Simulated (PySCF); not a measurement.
# MoH2O4 (molybdic acid): levels of theory compared

We compute a comparison of 6 runs (HF/3-21G, HF/def2-SVP, B3LYP/3-21G, PBE0/def2-SVP, PBE0/def2-TZVP, wB97X/def2-TZVP) of MoH2O4 (molybdic acid). 

Program for the calculation: PySCF 2.14.0.

1 further run of the same task is left out (set aside as unsound or not needed).

### 1 Starting point

MoH2O4 has 7 atoms, charge 0, and is taken as a singlet. SMILES: `[O]=[Mo](=[O])([OH])[OH]`. The coordinates come from a PBE0-D4/def2-TZVP relaxation. This is one conformer, not always the lowest.

Bond lengths: O1–Mo2 1.675 Å, Mo2–O3 1.675 Å, Mo2–O4 1.869 Å, Mo2–O5 1.869 Å, O4–H6 0.961 Å, O5–H7 0.961 Å. Angles: O1–Mo2–O3 109.2°, O1–Mo2–O4 108.8°, O1–Mo2–O5 110.0°, O3–Mo2–O4 110.0°, O3–Mo2–O5 108.8°, O4–Mo2–O5 110.1°, Mo2–O4–H6 123.2°, Mo2–O5–H7 123.3°.

### 2 Energy and forces at HF/3-21G (run 1)

Input file run.py:

```python
from pyscf import gto, scf

system = gto.M(
    atom='''
O      0.099381    -3.589894    -0.448016
Mo     0.179656    -0.542994     0.408993
O      1.196915    -0.328623     3.399617
O     -3.077136     0.799392     0.141011
O      2.401993     1.241550    -1.678341
H     -3.836239     1.833941     1.425477
H      3.035429     0.586665    -3.248760
''',
    verbose=3,
    max_memory=1860,
    basis='3-21g',
    unit='bohr',
)

calc0 = scf.RHF(system)
calc0.conv_tol = 1e-10
calc0.kernel()
if not calc0.converged:
    calc0 = calc0.newton().run(calc0.mo_coeff, calc0.mo_occ)

energy = calc0.e_tot
print('E(%s) = %.9f' % ('HF', energy))
grad = calc0.nuc_grad_method().kernel()
dip = calc0.dip_moment()
pop, q = calc0.mulliken_pop()
```

The run is started by

```sh
OMP_NUM_THREADS=1 python run.py
```

What it wrote:

```text
converged SCF energy = -4255.52423142677
[... 11 lines left out ...]
Dipole moment(X, Y, Z, Debye): -0.57963,  1.75229, -1.32000
[... 84 lines left out ...]
charge of    6H =      0.43584
```

It took 3.9 s on 1 thread of Arm Neoverse V2, shared host; peak memory 0.15 GiB.

### 3 Energy and forces at HF/def2-SVP (core potential) (run 2)

Input file run.py:

```python
# [O]=[Mo](=[O])([OH])[OH]
from pyscf import gto, scf

molecule = gto.M(
    atom=[
    ('O', (0.052590, -1.899690, -0.237080)),
    ('Mo', (0.095070, -0.287340, 0.216430)),
    ('O', (0.633380, -0.173900, 1.799000)),
    ('O', (-1.628350, 0.423020, 0.074620)),
    ('O', (1.271080, 0.657000, -0.888140)),
    ('H', (-2.030050, 0.970480, 0.754330)),
    ('H', (1.606280, 0.310450, -1.719170)),
],
    max_memory=1860,
    ecp={'Mo': 'def2-svp'},
    basis='def2-svp',
    charge=0,
    verbose=4,
)

myscf = scf.RHF(molecule)
myscf.conv_tol = 1e-10
myscf.kernel()
if not myscf.converged:
    myscf = myscf.newton().run(myscf.mo_coeff, myscf.mo_occ)

etot = myscf.e_tot
print('E(%s) = %.9f' % ('HF', etot))
grad = myscf.nuc_grad_method().kernel()
dip = myscf.dip_moment()
pop, q = myscf.mulliken_pop()
```

The run is started by

```sh
OMP_NUM_THREADS=1 python run.py
```

What it wrote:

```text
PySCF version 2.14.0

[... 71 lines left out ...]
converged SCF energy = -367.946697656349
[... 14 lines left out ...]
Dipole moment(X, Y, Z, Debye): -0.70815,  2.14081, -1.61267
[... 105 lines left out ...]
charge of    6H =      0.26392
```

It took 7.8 s on 1 thread of Arm Neoverse V2, shared host; peak memory 0.21 GiB.

### 4 Energy and forces at B3LYP/3-21G (run 3)

Input file input.py:

```python
# [O]=[Mo](=[O])([OH])[OH]
import pyscf.grad
from pyscf import gto, dft

mol = gto.M(
    atom=[
    ('O', (0.052590, -1.899690, -0.237080)),
    ('Mo', (0.095070, -0.287340, 0.216430)),
    ('O', (0.633380, -0.173900, 1.799000)),
    ('O', (-1.628350, 0.423020, 0.074620)),
    ('O', (1.271080, 0.657000, -0.888140)),
    ('H', (-2.030050, 0.970480, 0.754330)),
    ('H', (1.606280, 0.310450, -1.719170)),
],
    basis='3-21g',
    max_memory=1860,
    charge=0,
    verbose=3,
    spin=0,
)

ks = dft.RKS(mol)
ks.xc = 'b3lyp'
ks.conv_tol = 1e-10
ks.grids.level = 5
ks.kernel()
if not ks.converged:
    ks = ks.newton().run(ks.mo_coeff, ks.mo_occ)

e_tot = ks.e_tot
print(f'total energy: {e_tot:.8f} hartree')
grad = ks.Gradients().kernel()
dip = ks.dip_moment()
pop, q = ks.mulliken_pop()
```

The run is started by

```sh
OMP_NUM_THREADS=1 python input.py
```

What it wrote:

```text
converged SCF energy = -4259.42502295136
total energy: -4259.42502295 hartree
[... 10 lines left out ...]
Dipole moment(X, Y, Z, Debye): -0.57188,  1.72877, -1.30227
[... 84 lines left out ...]
charge of    6H =      0.40007
```

Run time: 29 s. Hardware: 1 thread of Arm Neoverse V2, shared host; peak memory 0.75 GiB.

Runs 4 to 5 aren't shown in full; the table further down has their settings and results.

### 5 Energy and gradient at wB97X/def2-TZVP (core potential) (run 6)

Input file calc.py:

```python
# [O]=[Mo](=[O])([OH])[OH]
from pyscf import gto, dft

mol = gto.Mole()
mol.atom = '''
O      0.052590    -1.899690    -0.237080
Mo     0.095070    -0.287340     0.216430
O      0.633380    -0.173900     1.799000
O     -1.628350     0.423020     0.074620
O      1.271080     0.657000    -0.888140
H     -2.030050     0.970480     0.754330
H      1.606280     0.310450    -1.719170
'''
mol.spin = 0
mol.max_memory = 1860
mol.basis = 'def2-tzvp'
mol.verbose = 4
mol.ecp = {'Mo': 'def2-svp'}
mol.build()

mf = dft.RKS(mol, xc='wb97x')
mf.conv_tol = 1e-10
mf.grids.level = 5
mf.kernel()
if not mf.converged:
    mf = mf.newton().run(mf.mo_coeff, mf.mo_occ)

e_final = mf.e_tot
print('E(%s) = %.9f' % ('WB97X', e_final))
grad = mf.nuc_grad_method().kernel()
dip = mf.dip_moment()
pop, q = mf.mulliken_pop()
```

The run is started by

```sh
OMP_NUM_THREADS=1 python calc.py
```

What it wrote:

```text
PySCF version 2.14.0

[... 82 lines left out ...]
converged SCF energy = -370.516993442471
[... 15 lines left out ...]
Dipole moment(X, Y, Z, Debye): -0.62886,  1.90111, -1.43211
[... 184 lines left out ...]
charge of    6H =      0.36623
```

Run time: 2.9 min. Hardware: 1 thread of Arm Neoverse V2, shared host; peak memory 2.4 GiB.

### 6 The series

| run | level | core potential | integration grid | energy (Eh) | dipole moment (D) | HOMO energy (eV) | LUMO energy (eV) | wall time |
| --- | --- | --- | --- | --- | --- | --- | --- | --- |
| 1 | HF/3-21G | – | – | -4255.524231 | 2.27 | -13.20 | 0.73 | 3.9 s |
| 2 | HF/def2-SVP (core potential) | def2-svp | – | -367.946698 | 2.77 | -13.47 | 1.22 | 7.8 s |
| 3 | B3LYP/3-21G | – | 5 | -4259.425023 | 2.24 | -8.43 | -2.40 | 29 s |
| 4 | PBE0/def2-SVP (core potential) | def2-svp | 5 | -369.889321 | 2.57 | -9.15 | -2.14 | 32 s |
| 5 | PBE0/def2-TZVP (core potential) | def2-svp | 5 | -370.280108 | 2.49 | -9.21 | -2.21 | 100 s |
| 6 | wB97X/def2-TZVP (core potential) | def2-svp | 5 | -370.516993 | 2.46 | -11.67 | -0.05 | 2.9 min |

### 7 Results

```
                       quantity          value
            run 6: total energy  -370.51699 Eh
           run 6: dipole moment         2.46 D
             run 6: HOMO energy      -11.67 eV
             run 6: LUMO energy       -0.05 eV
           run 6: HOMO–LUMO gap       11.62 eV
run 6: largest force on an atom     0.610 eV/Å
```

In words: The dipole moment (its size) runs from 2.24 D (B3LYP/3-21G) to 2.77 D (HF/def2-SVP). The two ends differ in method and basis and core potential. The HOMO–LUMO gap runs from 6.03 eV (B3LYP/3-21G) to 14.69 eV (HF/def2-SVP). Totals of different functionals can't be ranked against each other. Some runs of one species differ in core potentials or relativity; totals across that change don't compare. In runs 1, 3 relativity is left out where basis or elements ask for it. All runs together took 5.8 min, the longest 2.9 min.
